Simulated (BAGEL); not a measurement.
# SiHBrF (SMILES F[SiH]Br): ROHF/6-31G(d) (density fitting with qzvpp-jkfit, spherical functions)

Aim: the vertical doublet–quartet gap of SiHBrF at ROHF/6-31G* (density fitting with qzvpp-jkfit, spherical functions), from 2 runs. 

Program for the calculation: BAGEL 1.2.2.

1 further run of the same task is left out (it didn't finish).

**1. The structure to begin with**

SiHBrF: 4 atoms, total charge 0, spin state doublet. As SMILES, `F[SiH]Br`. The shape is that of a PBE0-D4/def2-TZVP optimisation.

Bond lengths: F1–Si2 1.596 Å, Si2–Br3 2.211 Å, Si2–H4 1.491 Å. Angles: F1–Si2–Br3 108.9°, F1–Si2–H4 107.1°, Br3–Si2–H4 108.5°.

**2. The energy at ROHF/6-31G(d) (density fitting with qzvpp-jkfit, spherical functions)**

job.json reads:

```json
{ "bagel": [

{
  "title": "molecule",
  "basis": "6-31gs.json",
  "df_basis": "qzvpp-jkfit",
  "angstrom": true,
  "geometry": [
    { "atom": "F", "xyz": [   -1.077500,   -0.285400,    1.078300 ] },
    { "atom": "Si", "xyz": [   -0.289800,   -0.254700,   -0.309800 ] },
    { "atom": "Br", "xyz": [    1.852200,   -0.643700,    0.073700 ] },
    { "atom": "H", "xyz": [   -0.429400,    1.123400,   -0.862500 ] }
  ]
},
{ "title": "rohf", "nopen": 1 },
{ "title": "print", "file": "orbitals.molden", "orbitals": true }

]}
```

The basis set 6-31G* is read from a file made from the Basis Set Exchange's data (not shown).

Started as:

```bash
$ BAGEL_NUM_THREADS=1 BAGEL job.json > job.out
```

Standard output:

```text
* using 1 threads per process

  ===============================================================
  ===============================================================

  *** Geometry ***

  { "atom" : "F", "xyz" : [     -2.036180,     -0.539328,      2.037692 ] },
  { "atom" : "Si", "xyz" : [     -0.547643,     -0.481313,     -0.585437 ] },
  { "atom" : "Br", "xyz" : [      3.500151,     -1.216417,      0.139273 ] },
  { "atom" : "H", "xyz" : [     -0.811448,      2.122918,     -1.629889 ] },

  Number of auxiliary basis functions:      489

  Since a DF basis is specified, we compute 2- and 3-index integrals:
    o Being stored without compression. Storage requirement is 0.017 GB

  Number of basis functions:       66
  Number of electrons      :       59

    * METHOD: MOLECULE                             0.24

  *** Open-shell HF ***

  === Nuclear Repulsion ===
   225.5216557812

      * DIIS with orbital gradients will be used.

  === ROHF iteration (6-31gs.json) ===
      0      -2960.95177647          0.03678807           0.13
      1      -2961.04506227          0.02466751           0.12
      2      -2961.07845091          0.01529936           0.12
      3      -2961.09843502          0.00112525           0.12
      4      -2961.09906257          0.00047221           0.12
      5      -2961.09922975          0.00015795           0.12
      6      -2961.09926849          0.00004457           0.12
      7      -2961.09928288          0.00001603           0.12
      8      -2961.09928561          0.00000459           0.12
      9      -2961.09928610          0.00000193           0.12
     10      -2961.09928611          0.00000093           0.12
     11      -2961.09928612          0.00000031           0.12
     12      -2961.09928611          0.00000011           0.12
     13      -2961.09928611          0.00000004           0.12
     14      -2961.09928611          0.00000002           0.12
     15      -2961.09928611          0.00000001           0.12
    * SCF iteration converged.

    * S^2 (ROHF) is 0.7500

    * Permanent dipole moment:
           (    0.381947,    -0.064988,     0.648307) a.u.

    * METHOD: ROHF                                 2.14

    * METHOD: PRINT                                0.01

  ===============================================================
```

It took 2.5 s on 1 thread of Arm Neoverse V1, shared host; peak memory 0.1 GiB.

**3. The quartet, same level**

calc.json reads:

```json
{ "bagel": [

{
  "title": "molecule",
  "basis": "6-31gs.json",
  "df_basis": "qzvpp-jkfit",
  "angstrom": "true",
  "geometry": [
    { "atom": "F", "xyz": [   -1.077500,   -0.285400,    1.078300 ] },
    { "atom": "Si", "xyz": [   -0.289800,   -0.254700,   -0.309800 ] },
    { "atom": "Br", "xyz": [    1.852200,   -0.643700,    0.073700 ] },
    { "atom": "H", "xyz": [   -0.429400,    1.123400,   -0.862500 ] }
  ]
},
{
  "title": "rohf",
  "charge": 0,
  "nopen": 3
},
{
  "title": "print",
  "file": "orbitals.molden",
  "orbitals": "true"
}

]}
```

The basis set 6-31G* is read from a file made from the Basis Set Exchange's data (not shown).

Started as:

```bash
$ BAGEL_NUM_THREADS=1 BAGEL calc.json > calc.out
```

Standard output:

```text
* using 1 threads per process

  ===============================================================
  ===============================================================

  *** Geometry ***

  { "atom" : "F", "xyz" : [     -2.036180,     -0.539328,      2.037692 ] },
  { "atom" : "Si", "xyz" : [     -0.547643,     -0.481313,     -0.585437 ] },
  { "atom" : "Br", "xyz" : [      3.500151,     -1.216417,      0.139273 ] },
  { "atom" : "H", "xyz" : [     -0.811448,      2.122918,     -1.629889 ] },

  Number of auxiliary basis functions:      489

  Since a DF basis is specified, we compute 2- and 3-index integrals:
    o Being stored without compression. Storage requirement is 0.017 GB

  Number of basis functions:       66
  Number of electrons      :       59

    * METHOD: MOLECULE                             0.24

  *** Open-shell HF ***

  === Nuclear Repulsion ===
   225.5216557812

      * DIIS with orbital gradients will be used.

  === ROHF iteration (6-31gs.json) ===
      0      -2960.63238307          0.03606465           0.13
      1      -2960.72591062          0.02674334           0.13
      2      -2960.77158786          0.01727524           0.12
      3      -2960.80304260          0.00246546           0.13
      4      -2960.81128110          0.00168366           0.12
      5      -2960.81691441          0.00115780           0.12
      6      -2960.81928039          0.00090951           0.13
      7      -2960.82190620          0.00062329           0.12
      8      -2960.82374849          0.00035790           0.13
      9      -2960.82412037          0.00024630           0.12
     10      -2960.82438265          0.00020697           0.12
     11      -2960.82458608          0.00018247           0.12
     12      -2960.82490038          0.00014845           0.12
     13      -2960.82512414          0.00011038           0.12
     14      -2960.82522971          0.00007748           0.12
     15      -2960.82528266          0.00004414           0.12
     16      -2960.82528683          0.00002229           0.12
     17      -2960.82528321          0.00001315           0.12
     18      -2960.82528336          0.00000706           0.12
     19      -2960.82528310          0.00000457           0.12
     20      -2960.82528318          0.00000362           0.12
     21      -2960.82528312          0.00000331           0.12
     22      -2960.82528315          0.00000317           0.12
     23      -2960.82528319          0.00000303           0.13
     24      -2960.82528327          0.00000287           0.12
     25      -2960.82528338          0.00000270           0.12
     26      -2960.82528352          0.00000251           0.12
     27      -2960.82528365          0.00000230           0.12
     28      -2960.82528386          0.00000198           0.12
     29      -2960.82528395          0.00000157           0.12
     30      -2960.82528400          0.00000122           0.12
     31      -2960.82528385          0.00000099           0.12
     32      -2960.82528386          0.00000090           0.12
     33      -2960.82528384          0.00000080           0.12
     34      -2960.82528384          0.00000068           0.12
     35      -2960.82528385          0.00000044           0.13
     36      -2960.82528387          0.00000032           0.12
     37      -2960.82528386          0.00000024           0.12
     38      -2960.82528387          0.00000017           0.13
     39      -2960.82528387          0.00000011           0.12
     40      -2960.82528386          0.00000008           0.12
     41      -2960.82528385          0.00000006           0.12
     42      -2960.82528385          0.00000005           0.12
     43      -2960.82528385          0.00000004           0.12
     44      -2960.82528385          0.00000004           0.13
     45      -2960.82528385          0.00000004           0.13
     46      -2960.82528385          0.00000003           0.13
     47      -2960.82528385          0.00000002           0.13
     48      -2960.82528385          0.00000001           0.13
     49      -2960.82528385          0.00000001           0.13
    * SCF iteration converged.

    * S^2 (ROHF) is 3.7500

    * Permanent dipole moment:
           (   -1.531930,     0.368909,     0.252991) a.u.

    * METHOD: ROHF                                 6.35

    * METHOD: PRINT                                0.01

  ===============================================================
```

Wall time 6.9 s (1 thread of Arm Neoverse V1, shared host); peak memory 0.1 GiB.

**4. Summary of results**

Level: ROHF/6-31G* (density fitting with qzvpp-jkfit, spherical functions).

| quantity | value |
| --- | --- |
| doublet: total energy | -2961.09929 Eh |
| doublet: dipole moment | 1.92 D |
| doublet: ⟨S²⟩ | 0.750 |
| quartet: total energy | -2960.82528 Eh |
| quartet: dipole moment | 4.06 D |
| quartet: ⟨S²⟩ | 3.750 |
| vertical energy of the quartet above the doublet | 7.456 eV |

At this shape the quartet lies 7.46 eV (172 kcal/mol) above the doublet.
